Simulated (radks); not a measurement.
# V⁺ in [Ar] 3d4: an all-electron calculation

The task here is to estimate one member of a computed series from the others.

The numbers are computed with radks (a radial shooting solver on a logarithmic mesh, Libxc functionals) version 1 (scalar-relativistic Kohn-Sham, PBE, spin-polarised, spherical densities, point nucleus; open shells are filled with parallel spins first), except any that are marked as measured or tabulated.

## What is computed

| Property | Result |
| --- | --- |
| element | vanadium (Z = 23) |
| charge | +1 |
| electrons | 22 |
| configuration | [Ar] 3d4 |

The outer shells:

V⁺
```
[Ar] core
3d [↑ ][↑ ][↑ ][↑ ][  ]
```

The first run:

Input:

```text
Z 23
configuration [Ar] 3d4
relativity scalar-relativistic
functional pbe,pbe
spin polarised
nucleus point
c 137.035999084
```

Run with:

```bash
$ python run_ks.py task.json out
```

This one command runs every case of the session in turn.

Among the steps run: Self-consistent calculation.

One of the session's tables, all rows but one given; the rest of the session is left out.

It belongs to the step «Radial structure». Sizes of the orbitals, from the radial functions (bohr):

| level | <r> | outermost maximum (interpolated) | 90 % within | nodes |
| --- | --- | --- | --- | --- |
| 1s down | 0.06644 | 0.0435 | 0.119 | 0 |
| 1s up | 0.06644 | 0.0435 | 0.119 | 0 |
| 2s up | 0.3084 | 0.256 | 0.479 | 1 |
| 2s down | 0.3080 | 0.255 | 0.478 | 1 |
| 2p up | ? | ? | ? | ? |
| 2p down | 0.2738 | 0.208 | 0.450 | 0 |
| 3s up | 0.9562 | 0.822 | 1.44 | 2 |
| 3s down | 0.9563 | 0.822 | 1.44 | 2 |
| 3p up | 1.030 | 0.850 | 1.59 | 1 |
| 3p down | 1.032 | 0.849 | 1.60 | 1 |
| 3d up | 1.519 | 0.921 | 2.71 | 0 |
| 3d down | 1.611 | 0.926 | 2.92 | 0 |

Q: Estimate the row for 2p up from the others.

The run gave: <r>: 0.2742; outermost maximum (interpolated): 0.208; 90 % within: 0.451; nodes: 0. In the column «<r>» it lies between 2p down (0.2738) and 2s down (0.3080).

Caveats from the session: Open shells are spherical and high-spin; term and fine-structure splittings are not resolved.
